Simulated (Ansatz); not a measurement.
# ClZr: the cost of one run

Program: Ansatz 0.2.0. Level of theory: the levels named in each step. These are calculated values, not measurements.

### Step 1. The system as given

Bond lengths: Cl1–Zr2 2.697 Å.

As a file:

```xyz
2

Cl    0.0000    0.0000    0.0000
Zr    0.0000    0.0000    2.6968
```

### Step 2. A rough first relaxation, PBE-D4/def2-SVP

This run stands in another session on the same molecule. It ended at:

```xyz
2

Cl    0.0000    0.0000    0.1976
Zr    0.0000    0.0000    2.4992
```

### Step 3. Relaxation, HF/def2-SVP

The input, input.yaml:

```yaml
crystal:
  periodic: [false, false, false]
  atoms:
    - { symbol: Cl, position_ang: [-1.0e-08, -1.0e-08, 0.1975558] }
    - { symbol: Zr, position_ang: [1.0e-08, 1.0e-08, 2.4991942] }
magnetization:
  spin_polarized: true
  initial_magnetization: 1
basis:
  gaussian: { orbitals: def2-SVP }
hamiltonian:
  xc: hf
relax:
  f_tol: 0.002
  max_steps: 150
```

Started as:

```sh
> ansatz run input.yaml --threads 1 --pin off --max-ram 2560MiB --backend cpu --events-out ev --progress --plain --runs-dir out
```

**Question.** How long does this run take on 1 thread of Intel Xeon at 2.50GHz (Skylake/Cascade Lake), shared host, and how much memory does it need?

About 42 s, with a peak of 0.11 GiB.
